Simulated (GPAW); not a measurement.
The system is ZnHgO2.

```
CELL_PARAMETERS angstrom
4.00922 0.00000 0.00000
0.00000 4.00922 0.00000
0.00000 0.00000 3.30459
ATOMIC_POSITIONS crystal
Zn 0.00000 0.00000 0.00000
Hg 0.50000 0.50000 0.50000
O 0.50000 0.00000 0.00000
O 0.00000 0.50000 0.00000
```

The cell was built by a generator and needn't be a form met in nature.

- Program: GPAW 26.7.0
- Task: relaxation of cell and atoms
- Functional: RPBE
- Dispersion: D3(BJ)
- Potentials or basis: the program's PAW data sets (release 1.2.1) made for this functional
- Cutoff: 800 eV
- Basis: pw
- k mesh: 5 × 5 × 6
- Occupations: fermi-dirac, width 0.05 eV
- Spin: no spin polarisation

At the start: pressure -12.5 GPa; volume 13.28 Å³/atom.

**Question.** How do energy, volume and symmetry change on relaxing?

**Answer.** Over 8 steps the energy falls by 76.1 meV/atom and the volume is 11.74 Å³/atom (-11.6 %); space group P4/mmm (No. 123, to 0.05 Å).

Step by step:
```tsv
step	energy change (eV)	largest force (eV/Å)	pressure (GPa)	volume (Å³)
1	0.0000	0.0000	-12.53	53.12
2	-0.0446	0.0000	-11.48	52.53
3	-0.2333	0.0000	3.71	46.83
4	-0.2461	0.0000	0.40	47.73
5	-0.2531	0.0000	-0.11	47.82
6	-0.2980	0.0000	-1.92	47.70
7	-0.3038	0.0000	-0.94	47.23
8	-0.3046	0.0000	-0.10	46.96
```

Final structure:
```
CELL_PARAMETERS angstrom
3.94639 0.00000 0.00000
0.00000 3.94639 0.00000
0.00000 0.00000 3.01542
ATOMIC_POSITIONS crystal
Zn 0.00000 0.00000 0.00000
Hg 0.50000 0.50000 0.50000
O 0.50000 0.00000 0.00000
O 0.00000 0.50000 0.00000
```

Caveat: later steps reuse the first step's grids; pairwise dispersion overbinds metals, which lowers pressure and volume.
